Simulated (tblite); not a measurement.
# C4H9GeNO: the cost of one run

The runs use tblite 0.8.0 and PySCF 2.14.0, with density-fitted response routines of our own; the level of theory stands in each step. All values are computed, except where a source is named. Atoms are numbered from 0 throughout.

### 1 The starting structure

16 atoms, charge 0, multiplicity 1; geometry from: force field or distance geometry start.

Bonds of the start (Å): C0–C1 1.33, C1–Ge2 1.93, Ge2–N3 1.87, N3–C4 1.42, C4–C5 1.48, C4–O6 1.27, C0–H7 1.09, C0–H8 1.08, C1–H9 1.07, Ge2–H10 1.55, Ge2–H11 1.54, N3–H12 1.06, C5–H13 1.12, C5–H14 1.11, C5–H15 1.09.

### 2 Optimising the geometry with GFN2-xTB

Job settings and geometry (Å):

```
{"job": {"kind": "relax", "xc": "GFN2-xTB", "basis": "xTB"}, "charge": 0, "multiplicity": 1}
C     -2.893000     0.690100     0.648400
C     -2.282100     0.047300    -0.339100
Ge    -0.889700    -1.231100     0.060200
N      0.661300    -0.385500     0.659300
C      1.660100     0.009000    -0.267700
C      2.864200     0.665200     0.290200
O      1.517300    -0.178500    -1.511600
H     -2.669300     0.553400     1.706800
H     -3.671100     1.400900     0.393900
H     -2.597400     0.272900    -1.339300
H     -0.532700    -1.943300    -1.266000
H     -1.420600    -2.203000     1.133500
H      0.806600    -0.217800     1.696300
H      2.538900     1.702400     0.567000
H      3.178400     0.117800     1.200000
H      3.721500     0.709000    -0.375800
```

Launch:

```bash
$ OMP_NUM_THREADS=1 python probes_run.py task.json out
```

One launch serves the whole session: the jobs run in the order shown.

**Question.** How long does this first job take on 1 thread of Arm Neoverse N1, shared host, and how much memory does it need?

About 1.4 s, with a peak of 0.18 GiB.
